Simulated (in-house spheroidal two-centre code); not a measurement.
**One electron between two nuclei: charges 1 and 2.75**

Which orbitals hold the two charges together, and at what distance?

The Schrödinger equation separates in prolate spheroidal coordinates and is solved to numerical exactness by an in-house code (fixed charges, no relativity; hartree and bohr). An orbital is fixed by its nodes in ξ and η and by m, and named after its united-atom limit. The code writes a record and no log. All values are calculated.

### Step 1. The system

Point charges Z1 = 1 and Z2 = 2.75 at distance R, one electron. Orbitals run (a selection, each on a grid of distances scaled to its size): 1sσ, 2sσ, 2pσ, 2pπ, 3sσ, 3pσ, 3dσ, 3pπ, 3dπ, 3dδ, 4pσ, 4dσ, 4fσ, 4pπ, 4dπ, 4fπ, 4dδ, 4fδ, 4fφ, 5gσ, 5gπ.

### Step 2. The orbital 1sσ

settings

```
Z1 = 1
Z2 = 2.75
xi_nodes = 0
eta_nodes = 0
m = 0
```

### Step 3. The orbital 2sσ

settings

```
Z1 = 1
Z2 = 2.75
xi_nodes = 1
eta_nodes = 0
m = 0
```

### Step 4. The orbital 3pπ

settings

```
Z1 = 1
Z2 = 2.75
xi_nodes = 1
eta_nodes = 0
m = 1
```

### Step 5. The orbital 3dδ

settings

```
Z1 = 1
Z2 = 2.75
xi_nodes = 0
eta_nodes = 0
m = 2
```

(Steps that only read results are left out.)

Before running it: what results should come out? Wanted: orbitals with a minimum on the grid; ground orbital.

The runs gave:

| quantity | value |
| --- | --- |
| orbitals with a minimum on the grid (the deepest) | 3dσ (6.72 bohr), 5gσ (14.92 bohr), 5gπ (19.60 bohr) |
| ground orbital | no minimum |

One electron can't hold these charges together in the ground orbital: their repulsion wins at all distances. Of the 21 orbitals, 3 have a minimum that the grid shows, 2 with a barrier on the curve; very shallow wells can escape it. With unequal charges the electron of the ground orbital ends on the larger one, and the remaining charges repel as Z1(Z2 − 1)/R with Z2 the larger.
